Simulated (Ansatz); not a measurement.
# C₂H₃F₃O₂Si: small, medium and large basis sets

One table from this session's results is given with a row withheld; the runs are named, their logs left out.

Computed with Ansatz 0.2.0, Gaussian basis. Level: one geometry, several basis sets.

Plan: PBE0-D4/def2-SVP; ωB97M-V/def2-SVP; PBE0-D4/def2-QZVPP; ωB97M-V/def2-QZVPP; the functionals' def2-TZVPP values are taken from earlier runs.

## Structure used throughout

An earlier PBE0-D4 in a triple-zeta def2 set relaxation fixed the geometry.

SMILES `CC(=O)O[Si](F)(F)F`, 11 atoms, charge 0, spin multiplicity 1.

Atoms are counted from 1 here; the program's logs count them from 0.

Bond lengths: C1–C2 1.489 Å, C1–H9 1.092 Å, C1–H10 1.087 Å, C1–H11 1.092 Å, C2–O3 1.196 Å, C2–O4 1.364 Å, O4–Si5 1.638 Å, Si5–F6 1.564 Å, Si5–F7 1.564 Å, Si5–F8 1.566 Å. Angles: C2–C1–H9 109.5°, C2–C1–H10 109.8°, C2–C1–H11 109.5°, H9–C1–H10 110.4°, H9–C1–H11 107.2°, H10–C1–H11 110.4°, C1–C2–O3 126.9°, C1–C2–O4 112.0°, O3–C2–O4 121.2°, C2–O4–Si5 120.1°, O4–Si5–F6 112.3°, O4–Si5–F7 112.3°, O4–Si5–F8 105.2°, F6–Si5–F7 110.1°, F6–Si5–F8 108.3°, F7–Si5–F8 108.3°.

Set-up of the first run:

Contents of in.yaml:

```yaml
crystal:
  periodic: [false, false, false]
  atoms:
    - {symbol: C, position_ang: [1.088818, -1.475498, 0.752234]}
    - {symbol: C, position_ang: [0.697342, -0.183748, 0.122595]}
    - {symbol: O, position_ang: [1.430846, 0.684408, -0.248868]}
    - {symbol: O, position_ang: [-0.655775, -0.066295, -0.003386]}
    - {symbol: Si, position_ang: [-1.303621, 1.281226, -0.673436]}
    - {symbol: F, position_ang: [-0.983665, 2.568864, 0.154117]}
    - {symbol: F, position_ang: [-0.863860, 1.474930, -2.161489]}
    - {symbol: F, position_ang: [-2.852697, 1.051240, -0.644922]}
    - {symbol: H, position_ang: [0.623946, -1.557621, 1.736664]}
    - {symbol: H, position_ang: [2.170545, -1.530495, 0.838738]}
    - {symbol: H, position_ang: [0.713522, -2.304010, 0.148253]}
basis:
  gaussian: {orbitals: def2-SVP}
hamiltonian: {xc: pbe0, dispersion: d4}
output: {orbitals: {seedname: orbitals}}
```

Started as:

```console
$ ansatz run in.yaml --threads 4 --pin off --events-out ev --progress --plain --max-ram 11315MiB
```

Among the steps run: PBE0-D4 in def2-SVP; ωB97M-V in def2-SVP; PBE0-D4 in def2-QZVPP; ωB97M-V in def2-QZVPP.

One table of the session follows, with a row left open; its other results are not shown here.

It belongs to the step «Density functionals: the series». 

```
functional       basis  HOMO (eV)
   PBE0-D4    def2-SVP      -8.78
   PBE0-D4  def2-TZVPP      -8.85
   PBE0-D4  def2-QZVPP          ?
   ωB97M-V    def2-SVP     -11.21
   ωB97M-V  def2-TZVPP     -11.30
   ωB97M-V  def2-QZVPP     -11.34
```

**Question.** Estimate the row for PBE0-D4, def2-QZVPP.

The run gave: HOMO (eV): -8.89. In the column «HOMO (eV)» it lies between ωB97M-V, def2-SVP (-11.21) and PBE0-D4, def2-TZVPP (-8.85).
